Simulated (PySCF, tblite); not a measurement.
**CH₉BrOSi₄: geometry, infrared bands and NMR shifts**

Aim: predict the infrared bands and NMR shifts of CH₉BrOSi₄ (`Br[Si@H]1C[SiH2][SiH2][SiH2]O1`).

Computed with tblite 0.8.0 and PySCF 2.14.0, with density-fitted response routines of our own, on a single molecule in the gas phase. Atoms are numbered from 0 throughout.

## (1) The molecule as given

16 atoms, charge 0, multiplicity 1; geometry from: force field or distance geometry start.

Bonds of the start (Å): Br0–Si1 2.28, Si1–C2 1.82, C2–Si3 1.87, Si3–Si4 2.23, Si4–Si5 2.23, Si5–O6 1.66, O6–Si1 1.66, Si1–H7 1.48, C2–H8 1.12, C2–H9 1.11, Si3–H10 1.46, Si3–H11 1.48, Si4–H12 1.47, Si4–H13 1.48, Si5–H14 1.48, Si5–H15 1.49.

## (2) Optimising the geometry with GFN2-xTB

Job settings and geometry (Å):

```
{"job": {"kind": "relax", "xc": "GFN2-xTB", "basis": "xTB"}, "charge": 0, "multiplicity": 1}
Br    -0.574100    -0.832200     2.984700
Si    -0.406500    -1.540500     0.822400
C     -1.547800    -0.508800    -0.140900
Si    -1.090900     1.282900     0.139900
Si     1.033600     1.493200    -0.506900
Si     1.854200    -0.568100    -0.695400
O      1.194200    -1.624300     0.402200
H     -0.936900    -2.922500     0.817100
H     -2.600000    -0.665300     0.202400
H     -1.560500    -0.764800    -1.220100
H     -1.976200     2.131100    -0.656900
H     -1.227300     1.634600     1.574100
H      1.741100     2.232600     0.551600
H      1.118600     2.208400    -1.799600
H      1.652700    -1.095200    -2.065000
H      3.318100    -0.452000    -0.421000
```

Launch:

```bash
> OMP_NUM_THREADS=1 python probes_run.py task.json out
```

This one command runs all jobs of the session in turn.

**Question.** This job is followed by: GFN2-xTB harmonic vibrations, gas phase; GIAO PBE0/pcSseg-1 NMR shielding, non-relativistic, gas phase. Predict these results of the whole session: strongest single infrared mode (GFN2-xTB); zero-point energy (GFN2-xTB); ¹³C shifts against TMS (PBE0/pcSseg-1); ¹H shifts against TMS (PBE0/pcSseg-1); ⁷⁹Br shifts against HBr (PBE0/pcSseg-1); ²⁹Si shifts against TMS (PBE0/pcSseg-1); ¹⁷O shifts against H2O (PBE0/pcSseg-1).

The runs gave:

| quantity | value |
| --- | --- |
| strongest single infrared mode (GFN2-xTB) | 2218 cm⁻¹, 630 km/mol |
| zero-point energy (GFN2-xTB) | 56.9 kcal/mol |
| ¹³C shifts against TMS (PBE0/pcSseg-1) | -0.4 ppm |
| ¹H shifts against TMS (PBE0/pcSseg-1) | 5.88, 5.87, 5.75, 4.66, 4.40, 3.48, 3.22, 0.21, 0.12 ppm |
| ⁷⁹Br shifts against HBr (PBE0/pcSseg-1) | 77 ppm |
| ²⁹Si shifts against TMS (PBE0/pcSseg-1) | -2.0, -20.7, -81.4, -137.1 ppm |
| ¹⁷O shifts against H2O (PBE0/pcSseg-1) | 55.8 ppm |

In words: The optimisation took 136 steps and gained 0.879 eV; among the close pairs (by a distance rule), Si3–Si4 changed most, from 2.231 to 2.336 Å. No mode is imaginary among the 42: a minimum at this level. The strongest single mode, at 2218 cm⁻¹, moves mainly H15 and H14. Unscaled tight-binding wavenumbers are off by several per cent, some by more. Its intensities can rank the bands wrongly. At PBE0/pcSseg-1: Shielding is most anisotropic at Br0 (span 596 ppm, paramagnetic term -582 ppm). Spin-orbit coupling is left out, which matters for shieldings and couplings at and beside the heavy atoms.
